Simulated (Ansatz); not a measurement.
# ZnO2: the cost of one run

Program: Ansatz 0.2.0. Level of theory: DFT LDA, scalar-relativistic, plane waves, PAW. These are calculated values, not measurements.

42 further runs of the same task are left out: 42 set aside as unsound or not needed.

## Step 1: The structure to begin with

The structure is cubic, space group Pa-3 (No. 205). The conventional cell has a = 4.802 Å, b = 4.802 Å, c = 4.802 Å, α = 90.00°, β = 90.00°, γ = 90.00°. Around Zn (site symmetry -3) lie 6 O at 2.07 Å. Around O (site symmetry 3) lie 1 O at 1.46 Å and 3 Zn at 2.07 Å.

Structure file:

```cif
data_structure
_symmetry_space_group_name_H-M 'Pa-3'
_symmetry_Int_Tables_number 205
_cell_length_a 4.8023
_cell_length_b 4.8023
_cell_length_c 4.8023
_cell_angle_alpha 90.000
_cell_angle_beta 90.000
_cell_angle_gamma 90.000
_cell_volume 110.75
loop_
_atom_site_label
_atom_site_type_symbol
_atom_site_symmetry_multiplicity
_atom_site_Wyckoff_symbol
_atom_site_fract_x
_atom_site_fract_y
_atom_site_fract_z
_atom_site_occupancy
Zn1 Zn 4 a 0.00000 0.50000 0.50000 1
O1 O 8 c 0.41241 0.08759 0.91241 1
```

It goes back to an entry of the Materials Project, which need not be the stable form.

This cell was relaxed beforehand with the same method: volume 9.23 Å³/atom, gap on the mesh 2.34 eV.

## Step 2: What is varied

The energy is mapped over volume and the cell's shape.

First coordinate, volume per atom: 9 values from 8.491 to 9.968 Å³. Second coordinate, length along [111] over the lengths across it, relative to the cubic cell: 9 values from 0.834 to 1.200.

Nothing else is relaxed (fractional coordinates fixed). Energies count from the relaxed crystal. Points are written as (first, second).

## Step 3: Grid point (8.491 Å³, 1.000)

Contents of input.yaml:

```yaml
crystal:
  lattice:
    - [4.6706790888, 0.0, 0.0]
    - [0.0, 4.6706790888, 0.0]
    - [0.0, 0.0, 4.6706790888]
  atoms:
    - { symbol: Zn, position: [0.0, 0.5, 0.5] }
    - { symbol: Zn, position: [0.5, 0.5, 0.0] }
    - { symbol: Zn, position: [0.5, 0.0, 0.5] }
    - { symbol: Zn, position: [0.0, 0.0, 0.0] }
    - { symbol: O, position: [0.4124106094, 0.0875893906, 0.9124106094] }
    - { symbol: O, position: [0.0875893906, 0.9124106094, 0.4124106094] }
    - { symbol: O, position: [0.9124106094, 0.4124106094, 0.0875893906] }
    - { symbol: O, position: [0.5875893906, 0.5875893906, 0.5875893906] }
    - { symbol: O, position: [0.4124106094, 0.4124106094, 0.4124106094] }
    - { symbol: O, position: [0.0875893906, 0.5875893906, 0.9124106094] }
    - { symbol: O, position: [0.9124106094, 0.0875893906, 0.5875893906] }
    - { symbol: O, position: [0.5875893906, 0.9124106094, 0.0875893906] }
basis:
  ecutwfc: 520.0
kpoints:
  mp_grid: { grid: [6, 6, 6] }
hamiltonian:
  xc: lda
  pseudopotentials: { kind: paw, azcp: { folder: soft_1 } }
scf:
  occupations: { method: gaussian, width: 0.05 }
output:
  forces: true
  stress: true
  eigenvalues: true
```

Run with:

```sh
$ ansatz run input.yaml --threads 4 --pin off --max-ram 8192MiB --backend cpu --events-out ev --progress --plain --runs-dir out
```

What time and memory should one allow on 4 threads of Intel Xeon Platinum 8259CL at 2.50GHz (Skylake/Cascade Lake), shared host?

About 5.2 s, with a peak of 0.63 GiB.
